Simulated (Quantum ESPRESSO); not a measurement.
# BiTe (Fm-3m) in Quantum ESPRESSO: convergence with density cutoff

Aim: find how far density cutoff must go before the results for BiTe settle, at PBE. This setting moves, with any that are tied to it; all else stays.

All numbers are computed with Quantum ESPRESSO 7.5; they aren't measurements. Logs are shortened: lines on timing, memory, paths and dates and some standing lists are left out, and cuts for length are marked.

## (1) The structure

It takes space group Fm-3m (No. 225, cubic). Conventional cell: a = 6.470 Å, b = 6.470 Å, c = 6.470 Å, α = 90.00°, β = 90.00°, γ = 90.00°. Around Bi (site symmetry m-3m) lie 6 Te at 3.23 Å. Te (site symmetry m-3m) has 6 Bi at 3.23 Å as nearest neighbours.

## (2) With density cutoff 180 Ry

File pw.in:

```
&CONTROL
  calculation = 'scf'
  prefix = 'pwscf'
  outdir = './tmp'
  pseudo_dir = './pseudo'
  tprnfor = .true.
  tstress = .true.
  disk_io = 'nowf'
/
&SYSTEM
  ibrav = 0
  nat = 2
  ntyp = 2
  ecutwfc = 45
  ecutrho = 180
  nbnd = 17
  occupations = 'smearing'
  smearing = 'gaussian'
  degauss = 0.00734986
/
&ELECTRONS
  conv_thr = 4d-10
  electron_maxstep = 120
  mixing_beta = 0.5
/
ATOMIC_SPECIES
Bi   208.9804 bi_pbe_v1.uspp.F.UPF
Te   127.6000 te_pbe_v1.uspp.F.UPF
CELL_PARAMETERS angstrom
   0.0000000000    3.2350000000    3.2350000000
   3.2350000000    0.0000000000    3.2350000000
   3.2350000000    3.2350000000    0.0000000000
ATOMIC_POSITIONS crystal
Bi     0.0000000000    0.0000000000    0.0000000000
Te     0.5000000000    0.5000000000    0.5000000000
K_POINTS automatic
7 7 7 0 0 0
```

Potentials or basis: GBRV 1.5 PBE.

The run is started by

```sh
OMP_NUM_THREADS=1 pw.x -in pw.in > pw.out
```

Wall time 17 s (1 thread of Arm Neoverse V1, shared host); peak memory 0.13 GiB.

Results:

* Free energy: -2881.4583 eV
* Pressure: 0.7 GPa
* Band gap on the k mesh: none (metal or under the smearing width)

## (3) With density cutoff 225 Ry

pw.in, as its differences from that of step 2:

```diff
@@ -14,3 +14,3 @@
   ecutwfc = 45
-  ecutrho = 180
+  ecutrho = 225
   nbnd = 17
```

Potentials or basis: GBRV 1.5 PBE.

The run is started by

```sh
OMP_NUM_THREADS=1 pw.x -in pw.in > pw.out
```

Run time: 18 s. Hardware: 1 thread of Arm Neoverse V1, shared host; peak memory 0.13 GiB.

What came out:

| Property | Result |
| --- | --- |
| Free energy | -2881.4580 eV |
| Pressure | 0.6 GPa |
| Band gap on the k mesh | none (metal or under the smearing width) |

## (4) With density cutoff 270 Ry

pw.in, as its differences from that of step 3:

```diff
@@ -14,3 +14,3 @@
   ecutwfc = 45
-  ecutrho = 225
+  ecutrho = 270
   nbnd = 17
```

The run is started by

```sh
OMP_NUM_THREADS=1 pw.x -in pw.in > pw.out
```

Run time: 19 s. Hardware: 1 thread of Arm Neoverse V1, shared host; peak memory 0.16 GiB.

What came out:

| Property | Result |
| --- | --- |
| Free energy | -2881.4578 eV |
| Pressure | 0.6 GPa |
| Band gap on the k mesh | none (metal or under the smearing width) |

## (5) With density cutoff 315 Ry

pw.in, as its differences from that of step 4:

```diff
@@ -14,3 +14,3 @@
   ecutwfc = 45
-  ecutrho = 270
+  ecutrho = 315
   nbnd = 17
```

The run is started by

```sh
OMP_NUM_THREADS=1 pw.x -in pw.in > pw.out
```

Run time: 21 s. Hardware: 1 thread of Arm Neoverse V1, shared host; peak memory 0.19 GiB.

What came out:

* Free energy: -2881.4579 eV
* Pressure: 0.6 GPa
* Band gap on the k mesh: none (metal or under the smearing width)

## (6) With density cutoff 360 Ry

pw.in, as its differences from that of step 5:

```diff
@@ -14,3 +14,3 @@
   ecutwfc = 45
-  ecutrho = 315
+  ecutrho = 360
   nbnd = 17
```

Potentials or basis: GBRV 1.5 PBE.

The run is started by

```sh
OMP_NUM_THREADS=1 pw.x -in pw.in > pw.out
```

It took 22 s on 1 thread of Arm Neoverse V1, shared host; peak memory 0.22 GiB.

It converged, with:

```
Free energy            : -2881.4578 eV
Pressure               : 0.6 GPa
Band gap on the k mesh : none (metal or under the smearing width)
```

## (7) With density cutoff 450 Ry

pw.in, as its differences from that of step 6:

```diff
@@ -14,3 +14,3 @@
   ecutwfc = 45
-  ecutrho = 360
+  ecutrho = 450
   nbnd = 17
```

The run is started by

```sh
OMP_NUM_THREADS=1 pw.x -in pw.in > pw.out
```

Run time: 26 s. Hardware: 1 thread of Arm Neoverse V1, shared host; peak memory 0.3 GiB.

The run converged. Its results:

| Item | Value |
| --- | --- |
| Free energy | -2881.4577 eV |
| Pressure | 0.6 GPa |
| Band gap on the k mesh | none (metal or under the smearing width) |

## (8) With density cutoff 540 Ry

pw.in, as its differences from that of step 7:

```diff
@@ -14,3 +14,3 @@
   ecutwfc = 45
-  ecutrho = 450
+  ecutrho = 540
   nbnd = 17
```

The run is started by

```sh
OMP_NUM_THREADS=1 pw.x -in pw.in > pw.out
```

Run time: 29 s. Hardware: 1 thread of Arm Neoverse V1, shared host; peak memory 0.38 GiB.

Results (log left out):

```
Free energy            : -2881.4577 eV
Pressure               : 0.6 GPa
Band gap on the k mesh : none (metal or under the smearing width)
```

## (9) With density cutoff 720 Ry

pw.in, as its differences from that of step 8:

```diff
@@ -14,3 +14,3 @@
   ecutwfc = 45
-  ecutrho = 540
+  ecutrho = 720
   nbnd = 17
```

Potentials or basis: GBRV 1.5 PBE.

The run is started by

```sh
OMP_NUM_THREADS=1 pw.x -in pw.in > pw.out
```

pw.out:

```text
This program is part of the open-source Quantum ESPRESSO suite
     for quantum simulation of materials; please cite
[... 9 lines left out ...]
     --------------------
     sticks:   dense  smooth     PW     G-vecs:    dense   smooth      PW
     Sum        3691     925    283               148981    18643    3119

     Using Slab Decomposition

     bravais-lattice index     =            0
     lattice parameter (alat)  =       8.6455  a.u.
     unit-cell volume          =     456.9298 (a.u.)^3
     number of atoms/cell      =            2
     number of atomic types    =            2
     number of electrons       =        21.00
     number of Kohn-Sham states=           17
     kinetic-energy cutoff     =      45.0000  Ry
     charge density cutoff     =     720.0000  Ry
     scf convergence threshold =      4.0E-10
     mixing beta               =       0.5000
     number of iterations used =            8  plain     mixing
     Exchange-correlation= SLA  PW   PBE  PBE
                           (   1   4   3   4   0   0   0)

     celldm(1)=   8.645461  celldm(2)=   0.000000  celldm(3)=   0.000000
     celldm(4)=   0.000000  celldm(5)=   0.000000  celldm(6)=   0.000000

     crystal axes: (cart. coord. in units of alat)
               a(1) = (   0.000000   0.707107   0.707107 )
               a(2) = (   0.707107   0.000000   0.707107 )
               a(3) = (   0.707107   0.707107   0.000000 )

     reciprocal axes: (cart. coord. in units 2 pi/alat)
               b(1) = ( -0.707107  0.707107  0.707107 )
               b(2) = (  0.707107 -0.707107  0.707107 )
               b(3) = (  0.707107  0.707107 -0.707107 )

     PseudoPot. # 1 for Bi read from file:
     bi_pbe_v1.uspp.F.UPF
     Pseudo is Ultrasoft + core correction, Zval = 15.0
     Generated by new atomic code, or converted to UPF format
     Using radial grid of  899 points,  6 beta functions with:
                l(1) =   0
                l(2) =   0
                l(3) =   1
                l(4) =   1
                l(5) =   2
                l(6) =   2
     Q(r) pseudized with  6 coefficients,  rinner =    1.000   1.000   1.000
                                                       1.000   1.000

     PseudoPot. # 2 for Te read from file:
     te_pbe_v1.uspp.F.UPF
     Pseudo is Ultrasoft + core correction, Zval =  6.0
     Generated by new atomic code, or converted to UPF format
     Using radial grid of  891 points,  5 beta functions with:
                l(1) =   0
                l(2) =   0
                l(3) =   1
                l(4) =   1
                l(5) =   2
     Q(r) pseudized with  6 coefficients,  rinner =    1.800   1.800   1.800
                                                       1.800   1.800

     atomic species   valence    mass     pseudopotential
     Bi               15.00   208.98040     Bi( 1.00)
     Te                6.00   127.60000     Te( 1.00)

     48 Sym. Ops., with inversion, found

   Cartesian axes

     site n.     atom                  positions (alat units)
         1        Bi     tau(   1) = (   0.0000000   0.0000000   0.0000000  )
         2        Te     tau(   2) = (   0.7071068   0.7071068   0.7071068  )

     number of k points=    20  Gaussian smearing, width (Ry)=  0.0073
                       cart. coord. in units 2pi/alat
        k(    1) = (   0.0000000   0.0000000   0.0000000), wk =   0.0058309
        k(    2) = (   0.1010153   0.1010153  -0.1010153), wk =   0.0466472
        k(    3) = (   0.2020305   0.2020305  -0.2020305), wk =   0.0466472
        k(    4) = (   0.3030458   0.3030458  -0.3030458), wk =   0.0466472
        k(    5) = (   0.2020305  -0.0000000   0.0000000), wk =   0.0349854
        k(    6) = (   0.3030458   0.1010153  -0.1010153), wk =   0.1399417
[... 12 lines left out ...]
        k(   19) = (  -0.1010153  -0.5050763   0.7071068), wk =   0.1399417
        k(   20) = (   0.0000000  -0.4040610   0.6060915), wk =   0.1399417

     Dense  grid:   148981 G-vectors     FFT dimensions: (  75,  75,  75)

     Smooth grid:    18643 G-vectors     FFT dimensions: (  40,  40,  40)

     Initial potential from superposition of free atoms

     starting charge      19.9997, renormalised to      21.0000

     negative rho (up, down):  4.391E-02 0.000E+00
     Starting wfcs are   13 randomized atomic wfcs +    4 random wfcs

     Self-consistent Calculation

     iteration #  1     ecut=    45.00 Ry     beta= 0.50
     Davidson diagonalization with overlap
     ethr =  1.00E-02,  avg # of iterations =  7.9

     negative rho (up, down):  4.102E-02 0.000E+00
[... 67 lines left out ...]
     iteration #  9     ecut=    45.00 Ry     beta= 0.50
     Davidson diagonalization with overlap
     ethr =  1.20E-11,  avg # of iterations =  2.2

     negative rho (up, down):  4.270E-02 0.000E+00

     End of self-consistent calculation

          k = 0.0000 0.0000 0.0000 (  2277 PWs)   bands (ev):

   -14.6673 -14.6673 -14.6656 -14.6656 -14.6656  -5.0271   0.3605   5.9666
     5.9666   5.9666  10.7129  10.7129  10.7129  13.1321  13.1321  13.1321
    14.6154

          k = 0.1010 0.1010-0.1010 (  2334 PWs)   bands (ev):
[... 13 lines left out ...]
   -14.6715 -14.6715 -14.6639 -14.6588 -14.6588  -3.4646  -2.3131   6.5130
     6.5130   6.8150   7.8309   7.9882   7.9882  15.1165  16.1753  16.1753
    17.1741

          k = 0.2020-0.0000 0.0000 (  2313 PWs)   bands (ev):

   -14.6695 -14.6665 -14.6663 -14.6638 -14.6638  -4.7873  -0.1447   5.6198
     5.6198   6.8901   8.5713  10.8701  10.8701  12.2627  14.1023  14.1023
    15.0296

          k = 0.3030 0.1010-0.1010 (  2317 PWs)   bands (ev):
[... 25 lines left out ...]
   -14.6694 -14.6686 -14.6650 -14.6636 -14.6618  -4.5481  -0.6360   5.2477
     6.5198   6.7397   8.6119   8.7234  10.9944  12.9903  13.6461  14.9937
    15.4283

          k = 0.4041-0.0000 0.0000 (  2321 PWs)   bands (ev):

   -14.6751 -14.6678 -14.6646 -14.6594 -14.6594  -4.1338  -0.9406   4.9778
     4.9778   5.0889  10.0109  11.2834  11.4149  11.4149  15.8130  16.0387
    16.4164

          k = 0.5051 0.1010-0.1010 (  2338 PWs)   bands (ev):
[... 7 lines left out ...]
   -14.6762 -14.6670 -14.6644 -14.6588 -14.6573  -2.9591  -2.3258   3.6113
     5.1917   5.2625  10.0219  10.0501  12.0667  12.8072  15.7987  16.5897
    18.4005

          k = 0.0000-0.4041 0.4041 (  2321 PWs)   bands (ev):

   -14.6734 -14.6690 -14.6613 -14.6610 -14.6592  -3.2556  -2.1807   3.8723
     5.8832   5.9698   8.8818   8.9930  12.0226  14.4319  14.8180  15.1969
    17.0034

          k = 0.6061-0.0000 0.0000 (  2337 PWs)   bands (ev):

   -14.6803 -14.6690 -14.6631 -14.6559 -14.6559  -3.4069  -1.4071   3.1368
     4.5519   4.5519  10.7679  12.0225  12.0225  12.8496  16.9814  17.1568
    19.0356

          k =-0.0000-0.6061 0.6061 (  2328 PWs)   bands (ev):

   -14.6797 -14.6678 -14.6640 -14.6563 -14.6558  -3.1564  -1.7383   2.9655
     4.6572   4.6852  11.0566  11.4430  11.6720  13.2416  17.1096  17.7876
    18.1231

          k = 0.4041 0.2020 0.0000 (  2336 PWs)   bands (ev):

   -14.6737 -14.6673 -14.6657 -14.6596 -14.6593  -3.8964  -1.4188   4.5765
     5.3168   6.0523   9.1779   9.6219  11.4396  12.4254  15.7377  16.0966
    17.1566

          k =-0.2020-0.4041 0.6061 (  2322 PWs)   bands (ev):
[... 7 lines left out ...]
   -14.6779 -14.6665 -14.6653 -14.6581 -14.6559  -3.1749  -1.8771   3.3747
     4.1389   5.6381   9.8625  11.5435  12.4427  12.4560  15.8948  17.3931
    18.6516

          k = 0.0000-0.4041 0.6061 (  2325 PWs)   bands (ev):

   -14.6763 -14.6669 -14.6634 -14.6608 -14.6559  -2.7699  -2.3992   3.4216
     4.0049   6.5301   8.6017  11.7253  12.5762  13.1922  14.3559  17.9315
    18.0378

     the Fermi energy is     8.5253 ev

!    total energy              =    -211.78323721 Ry
     estimated scf accuracy    <          2.6E-11 Ry
     smearing contrib. (-TS)   =      -0.00110533 Ry
     internal energy E=F+TS    =    -211.78213189 Ry

     The total energy is F=E-TS. E is the sum of the following terms:
     one-electron contribution =     -60.48436257 Ry
     hartree contribution      =      41.65020136 Ry
     xc contribution           =     -79.03166364 Ry
     ewald contribution        =    -113.91630703 Ry

     convergence has been achieved in   9 iterations

     negative rho (up, down):  4.270E-02 0.000E+00

     Forces acting on atoms (cartesian axes, Ry/au):

     atom    1 type  1   force =    -0.00000000   -0.00000000   -0.00000000
     atom    2 type  2   force =     0.00000000    0.00000000    0.00000000

     Total force =     0.000000     Total SCF correction =     0.000000

     Computing stress (Cartesian axis) and pressure

     negative rho (up, down):  4.270E-02 0.000E+00
          total   stress  (Ry/bohr**3)                   (kbar)     P=        6.36
   0.00004322   0.00000000   0.00000000            6.36        0.00        0.00
   0.00000000   0.00004322  -0.00000000            0.00        6.36       -0.00
   0.00000000  -0.00000000   0.00004322            0.00       -0.00        6.36

=------------------------------------------------------------------------------=
   JOB DONE.
=------------------------------------------------------------------------------=
```

It took 37 s on 1 thread of Arm Neoverse V1, shared host; peak memory 0.56 GiB.

Results:

```yaml
Free_energy: -2881.4577 eV
Pressure: 0.6 GPa
Band_gap_on_the_k_mesh: none (metal or under the smearing width)
```

## (10) The series at a glance

```csv
density cutoff,"energy less the tightest run, at zero smearing (meV/atom)",SCF cycles,CPU time (s),peak memory (GiB)
180 Ry,-0.29,9,17,0.13
225 Ry,-0.11,9,18,0.13
270 Ry,-0.05,9,19,0.16
315 Ry,-0.07,9,21,0.19
360 Ry,-0.03,9,22,0.22
450 Ry,0.01,9,26,0.3
540 Ry,0.00,9,29,0.38
720 Ry,0.00,9,37,0.56
```

Against the tightest run, the energy stays within 1 meV/atom from 180 Ry on. The tightest run that finished is the yardstick and may itself not be fully converged.

Caveats: spin-orbit coupling is left out, which moves the levels of the heavy elements.
